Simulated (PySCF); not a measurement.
**C₃H₆B₂O: electronic excitations and core binding energies**

Wanted: the electronic excitations and core binding energies of C₃H₆B₂O (`C#CBOBC`), by calculation.

Programs: PySCF 2.14.0, with density-fitted response routines of our own. Each step states its level of theory. These are calculated values for one molecule in the gas phase, unless marked as measured. Atoms are numbered from 0 throughout.

## (1) Starting geometry

12 atoms, charge 0, multiplicity 1; geometry from: GFN2-xTB.

Bonds of the start (Å): C0–C1 1.20, C1–B2 1.53, B2–O3 1.30, O3–B4 1.30, B4–C5 1.60, C0–H6 1.05, B2–H7 1.18, B4–H8 1.18, C5–H9 1.09, C5–H10 1.09, C5–H11 1.09.

## (2) TDDFT and polarisability: CAM-B3LYP/def2-SVPD

Job settings and geometry (Å):

```
{"job": {"kind": "uv", "xc": "CAM-B3LYP", "basis": "def2-SVPD", "nstates": 8, "ntriplets": 3}, "charge": 0, "multiplicity": 1}
C      3.183141    -0.122962     1.087953
C      2.287918     0.341674     0.432309
B      1.155247     0.945626    -0.400635
O      0.077707     0.258876    -0.655141
B     -1.003811    -0.430306    -0.860400
C     -2.231655    -0.355780     0.155082
H      3.969784    -0.523115     1.660819
H      1.266100     2.046016    -0.819920
H     -1.067532    -1.113523    -1.824216
H     -2.049174     0.316864     0.989458
H     -2.452238    -1.340467     0.561774
H     -3.134288    -0.023587    -0.353109
```

With the program's defaults for keys left out, this is: TDDFT CAM-B3LYP/def2-SVPD, vertical, gas phase, core orbitals frozen in the response.

Command:

```
OMP_NUM_THREADS=1 python probes_run.py task.json out
```

One launch serves the whole session: the jobs run in the order shown.

**Question.** This job is followed by: delta-SCF UKS SCAN, pcX-2 on the ionised atom, pcseg-1 elsewhere, spin-free X2C. Predict these results of the whole session: lowest singlet (CAM-B3LYP/def2-SVPD); brightest single state of those computed; lowest triplet; C1s binding energies, SCAN/pcX-2 (standing for 2 of 3 atoms); B1s binding energies, SCAN/pcX-2; O1s binding energies, SCAN/pcX-2.

As calculated:

| quantity | value |
| --- | --- |
| lowest singlet (CAM-B3LYP/def2-SVPD) | 5.10 eV (243 nm), f = 0.000 |
| brightest single state of those computed | state 6, 7.22 eV, f = 0.227 |
| lowest triplet | 4.55 eV |
| C1s binding energies, SCAN/pcX-2 (standing for 2 of 3 atoms) | C0 290.53, C5 290.10 eV |
| B1s binding energies, SCAN/pcX-2 | B2 196.95, B4 196.76 eV |
| O1s binding energies, SCAN/pcX-2 | O3 539.38 eV |

The first singlet state (HOMO−1→LUMO 0.94) lies at 5.10 eV and is dark; of the 8 states computed, the strongest absorption comes from state 6 at 7.22 eV. The lowest triplet lies 0.55 eV below the lowest singlet (triplets in Tamm-Dancoff, singlets in full TDDFT). C0 (terminal alkyne carbon) binds its C1s electron 0.43 eV more tightly than C5 (methyl carbon bonded to B). Only 2 of the 3 C atoms are covered by sound results. B2 (boron bonded to C, O, H) binds its B1s electron 0.19 eV more tightly than B4 (boron bonded to C, O, H).
